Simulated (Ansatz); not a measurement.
# BCl₃H₂Si: basis-set convergence

One table from this session's results is given with a row withheld; the runs are named, their logs left out.

The runs use Ansatz 0.2.0, Gaussian basis; one geometry, several basis sets.

Plan: PBE0-D4/def2-SVP; ωB97M-V/def2-SVP; PBE0-D4/def2-QZVPP; ωB97M-V/def2-QZVPP; the functionals' def2-TZVPP values are taken from earlier runs.

### The relaxed structure

The geometry comes from an earlier relaxation with PBE0-D4 in a triple-zeta def2 set; it is a stationary point, not always the lowest conformer.

SMILES `B[Si](Cl)(Cl)Cl`, 7 atoms, charge 0, spin multiplicity 1.

Atoms are counted from 1 here; the program's logs count them from 0.

Bond lengths: B1–Si2 1.997 Å, B1–H6 1.192 Å, B1–H7 1.192 Å, Si2–Cl3 2.041 Å, Si2–Cl4 2.050 Å, Si2–Cl5 2.041 Å. Angles: Si2–B1–H6 119.9°, Si2–B1–H7 119.9°, H6–B1–H7 120.1°, B1–Si2–Cl3 114.0°, B1–Si2–Cl4 103.4°, B1–Si2–Cl5 114.0°, Cl3–Si2–Cl4 108.8°, Cl3–Si2–Cl5 107.5°, Cl4–Si2–Cl5 108.8°.

Set-up of the first run:

in.yaml reads:

```yaml
crystal:
  periodic: [false, false, false]
  atoms:
    - {symbol: B, position_ang: [0.273032, 0.172559, 1.230256]}
    - {symbol: Si, position_ang: [-0.137714, -0.042574, -0.712587]}
    - {symbol: Cl, position_ang: [-1.885444, 0.836324, -1.294357]}
    - {symbol: Cl, position_ang: [-0.310347, -2.072392, -0.941412]}
    - {symbol: Cl, position_ang: [1.333886, 0.636899, -1.952827]}
    - {symbol: H, position_ang: [-0.616200, 0.263322, 2.019193]}
    - {symbol: H, position_ang: [1.403986, 0.137863, 1.605933]}
basis:
  gaussian: {orbitals: def2-SVP}
hamiltonian: {xc: pbe0, dispersion: d4}
output: {orbitals: {seedname: orbitals}}
```

Started as:

```bash
$ ansatz run in.yaml --threads 4 --pin off --events-out ev --progress --plain --max-ram 10444MiB
```

Among the steps run: PBE0-D4 in def2-SVP; ωB97M-V in def2-SVP; PBE0-D4 in def2-QZVPP; ωB97M-V in def2-QZVPP.

One of the session's tables, all rows but one given; the rest of the session is left out.

It belongs to the step «Density functionals: the series». 

| functional | basis | HOMO (eV) | LUMO (eV) |
| --- | --- | --- | --- |
| PBE0-D4 | def2-SVP | ? | ? |
| PBE0-D4 | def2-TZVPP | -8.73 | -3.10 |
| PBE0-D4 | def2-QZVPP | -8.76 | -3.12 |
| ωB97M-V | def2-SVP | -10.72 | -0.98 |
| ωB97M-V | def2-TZVPP | -10.85 | -1.10 |
| ωB97M-V | def2-QZVPP | -10.88 | -1.15 |

**Question.** Estimate the row for PBE0-D4, def2-SVP.

**Answer.** HOMO (eV): -8.65; LUMO (eV): -3.05. In the column «HOMO (eV)» it is the highest.
